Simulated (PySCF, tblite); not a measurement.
# C₅H₂N₂: geometry, infrared bands, NMR shifts and spin-spin couplings

Wanted: the infrared bands, NMR shifts and spin-spin couplings of C₅H₂N₂ (`C=C=C(C#N)C#N`), by calculation.

Computed with tblite 0.8.0 and PySCF 2.14.0, with density-fitted response routines of our own, on a single molecule in the gas phase. Atoms are numbered from 0 throughout.

## 1. The molecule as given

9 atoms, charge 0, multiplicity 1; geometry from: force field or distance geometry start.

Bonds of the start (Å): C0–C1 1.31, C1–C2 1.29, C2–C3 1.41, C3–N4 1.17, C2–C5 1.42, C5–N6 1.16, C0–H7 1.08, C0–H8 1.09.

## 2. Geometry optimisation with GFN2-xTB

Job settings and geometry (Å):

```
{"job": {"kind": "relax", "xc": "GFN2-xTB", "basis": "xTB"}, "charge": 0, "multiplicity": 1}
C      1.900000    -0.039100    -0.089500
C      0.587800    -0.007000    -0.038700
C     -0.698900     0.009700     0.034100
C     -1.428000    -1.163900    -0.266400
N     -2.017800    -2.144900    -0.487100
C     -1.357300     1.223200     0.379200
N     -1.879600     2.220000     0.666100
H      2.417600     0.199400    -1.008500
H      2.489700    -0.291500     0.785700
```

Run with:

```bash
OMP_NUM_THREADS=1 python probes_run.py task.json out
```

This one command runs all jobs of the session in turn.

**Question.** This job is followed by: GFN2-xTB harmonic vibrations, gas phase; GIAO PBE0/pcSseg-1 NMR shielding, non-relativistic, gas phase; B3LYP/pcJ-1 indirect spin-spin coupling, non-relativistic, gas phase. What will the session give for the following? strongest single infrared mode (GFN2-xTB); zero-point energy (GFN2-xTB); 13C shifts against TMS (PBE0/pcSseg-1, means over atoms taken as alike); 1H shifts against TMS (PBE0/pcSseg-1, means over atoms taken as alike); 15N shifts against NH3 (PBE0/pcSseg-1, means over atoms taken as alike); surface potential, 1st and 99th percentile; largest coupling of the table (B3LYP/pcJ-1).

As calculated:

| quantity | value |
| --- | --- |
| strongest single infrared mode (GFN2-xTB) | 2048 cm⁻¹, 346 km/mol |
| zero-point energy (GFN2-xTB) | 32.7 kcal/mol |
| 13C shifts against TMS (PBE0/pcSseg-1, means over atoms taken as alike) | 240.9, 113.2, 89.3, 66.6 ppm |
| 1H shifts against TMS (PBE0/pcSseg-1, means over atoms taken as alike) | 6.00 ppm |
| 15N shifts against NH3 (PBE0/pcSseg-1, means over atoms taken as alike) | 330.8 ppm |
| surface potential, 1st and 99th percentile | -1.51 V and 1.96 V |
| largest coupling of the table (B3LYP/pcJ-1) | 1J(C,H) C0–H7, 181.8 Hz |

**Reading.** The optimisation took 21 steps and gained 0.125 eV; among the close pairs (by a distance rule), C1–C2 changed most, from 1.289 to 1.318 Å. All 21 modes are real, so the xTB geometry is a minimum. The strongest single mode, at 2048 cm⁻¹, moves mainly C1. Unscaled tight-binding wavenumbers are off by several per cent, some by more. Its intensities can rank the bands wrongly. C1 (central carbon of an allene) lies farthest downfield among carbon, at 240.9 ppm; the central sp carbon of an allene is among the most deshielded carbons of hydrocarbons. At PBE0/pcSseg-1: Shielding is most anisotropic at N4, N6 (span 454 ppm, paramagnetic term -402 ppm). By nearest atom (PBE0/pcSseg-1), the HOMO sits on C1, C2 about 23 % each; N4, N6 about 18 % each and the LUMO on C1 38 %; C2 17 %. In the run at B3LYP/pcJ-1, the largest coupling of the table is C0–H7 (mean over like pairs), 181.8 Hz, of which the Fermi-contact term gives 180.4 Hz.
